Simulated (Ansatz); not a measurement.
# revPBE/def2-SVP (core potential) run of C2H5InO (SMILES C[C](=O)[InH2])

What is the vertical singlet–triplet gap of C2H5InO at revPBE/def2-SVP (core potential)? 

The calculation is run with Ansatz 0.2.0.

62 further runs of the same task are left out: 62 set aside as unsound or not needed.

**1. Starting point**

C2H5InO: 9 atoms, total charge 0, spin state singlet. SMILES: `C[C](=O)[InH2]`. The shape is that of a PBE0-D4/def2-TZVP optimisation.

Bond lengths: C1–C2 1.499 Å, C2–O3 1.209 Å, C2–In4 2.211 Å, C1–H5 1.093 Å, C1–H6 1.095 Å, C1–H7 1.095 Å, In4–H8 1.725 Å, In4–H9 1.725 Å. Some angles: C1–C2–O3 122.1°, C1–C2–In4 127.4°, O3–C2–In4 110.5°, C2–C1–H5 111.2°, C2–C1–H6 109.2°, C2–C1–H7 109.1°, C2–In4–H8 118.8°, C2–In4–H9 118.8°, H5–C1–H6 110.2°, H5–C1–H7 110.2°.

**2. A single-point energy at revPBE/def2-SVP (core potential)**

molecule.yaml reads:

```yaml
basis:
  gaussian:
    orbitals: def2-SVP
crystal:
  periodic: [false, false, false]
  atoms:
    - {symbol: C, position_ang: [0.344400, 1.188000, -0.839100]}
    - {symbol: C, position_ang: [0.607000, -0.087100, -0.096200]}
    - {symbol: O, position_ang: [1.705800, -0.590300, -0.051600]}
    - {symbol: In, position_ang: [-0.847800, -1.304800, 1.038800]}
    - {symbol: H, position_ang: [1.255300, 1.565500, -1.309800]}
    - {symbol: H, position_ang: [-0.427200, 1.011100, -1.595100]}
    - {symbol: H, position_ang: [-0.058700, 1.931600, -0.144300]}
    - {symbol: H, position_ang: [-1.599800, -2.644700, 0.254600]}
    - {symbol: H, position_ang: [-0.978900, -1.069400, 2.742600]}
hamiltonian:
  xc: {name: revPBE}
accuracy: high
output:
  orbitals: {seedname: orbitals}
```

Launch:

```sh
$ ansatz run molecule.yaml --threads 1 --pin off --max-ram 3480MiB --events-out events.jsonl --progress --plain --runs-dir runs
```

The program printed:

```text
Warning: RAYON_NUM_THREADS=1 ignored (pool sized by the plan → 1); use --threads N
Functional definition: revPBE
  name "revPBE"
  parameter kappa = 1.245
  parameter beta = 0.06672455060314922
  exchange = pbe_x(kappa = kappa, mu = beta*pi^2/3)
  correlation = pbe_c(beta = beta)
2299 factors; integrals over basis functions are off by at most 8.2e-9 eV
mean field evaluation 1: about -9363.6600 eV, gradient 5.8e1 eV
mean field evaluation 2: about -9306.0533 eV, gradient 1.4e2 eV
mean field evaluation 4: about -9371.7374 eV, gradient 7.7e0 eV
mean field evaluation 8: about -9372.0003 eV, gradient 3.1e-1 eV
mean field evaluation 16: about -9371.9950 eV, gradient 2.9e-5 eV
mean field -9371.99499600 eV, -344.4144635366 hartree, gradient 2.7e-8 eV, S^2 0.000000; 0 other end points of the search recorded, 0 dependent functions left out
reference -9371.99500171 eV, -344.4144637463 hartree; 23, 23 occupied and 70, 70 virtual orbitals, 2299 factors
Total energy: -9371.99500171 eV, -344.4144637463 hartree
```

Run time: 7.8 s. Hardware: 1 thread of Arm Neoverse V2, shared host; peak memory 0.27 GiB.

**3. The triplet**

input.yaml reads:

```yaml
crystal:
  periodic: [false, false, false]
  atoms:
    - symbol: C
      position_ang: [0.344400, 1.188000, -0.839100]
    - symbol: C
      position_ang: [0.607000, -0.087100, -0.096200]
    - symbol: O
      position_ang: [1.705800, -0.590300, -0.051600]
    - symbol: In
      position_ang: [-0.847800, -1.304800, 1.038800]
    - symbol: H
      position_ang: [1.255300, 1.565500, -1.309800]
    - symbol: H
      position_ang: [-0.427200, 1.011100, -1.595100]
    - symbol: H
      position_ang: [-0.058700, 1.931600, -0.144300]
    - symbol: H
      position_ang: [-1.599800, -2.644700, 0.254600]
    - symbol: H
      position_ang: [-0.978900, -1.069400, 2.742600]
basis:
  gaussian: {orbitals: def2-SVP}
magnetization: {spin_polarized: true, initial_magnetization: 2}
hamiltonian: {xc: {name: revPBE}}
accuracy: high
output: {orbitals: {seedname: orbitals}}
```

Launch:

```sh
$ ansatz run input.yaml --threads 1 --pin off --max-ram 3480MiB --events-out events.jsonl --progress --plain --runs-dir runs
```

The program printed:

```text
Warning: RAYON_NUM_THREADS=1 ignored (pool sized by the plan → 1); use --threads N
Functional definition: revPBE
  name "revPBE"
  parameter kappa = 1.245
  parameter beta = 0.06672455060314922
  exchange = pbe_x(kappa = kappa, mu = beta*pi^2/3)
  correlation = pbe_c(beta = beta)
2299 factors; integrals over basis functions are off by at most 8.2e-9 eV
mean field evaluation 1: about -9360.2982 eV, gradient 4.1e1 eV
mean field evaluation 2: about -9276.4405 eV, gradient 1.1e2 eV
mean field evaluation 4: about -9366.6346 eV, gradient 2.2e1 eV
mean field evaluation 8: about -9368.5700 eV, gradient 8.8e0 eV
mean field evaluation 16: about -9369.3675 eV, gradient 9.8e-2 eV
mean field evaluation 32: about -9369.1184 eV, gradient 5.5e-1 eV
mean field -9369.36767250 eV, -344.3179111790 hartree, gradient 7.9e-8 eV, S^2 2.003011; 6 other end points of the search recorded, 0 dependent functions left out
reference -9369.36767839 eV, -344.3179113953 hartree; 24, 22 occupied and 69, 71 virtual orbitals, 2299 factors
Total energy: -9369.36767839 eV, -344.3179113953 hartree
```

Run time: 26 s. Hardware: 1 thread of Arm Neoverse V2, shared host; peak memory 0.35 GiB.

**4. Summary of results**

Level: revPBE/def2-SVP (core potential).

```
                                        quantity          value
                           singlet: total energy  -344.41446 Eh
                            singlet: HOMO energy       -4.90 eV
                            singlet: LUMO energy       -2.25 eV
                          singlet: HOMO–LUMO gap        2.65 eV
                           triplet: total energy  -344.31791 Eh
     triplet: HOMO energy (highest over α and β)       -2.69 eV
                                   triplet: ⟨S²⟩          2.003
vertical energy of the triplet above the singlet       2.627 eV
```

At this shape the triplet lies 2.63 eV (61 kcal/mol) above the singlet.
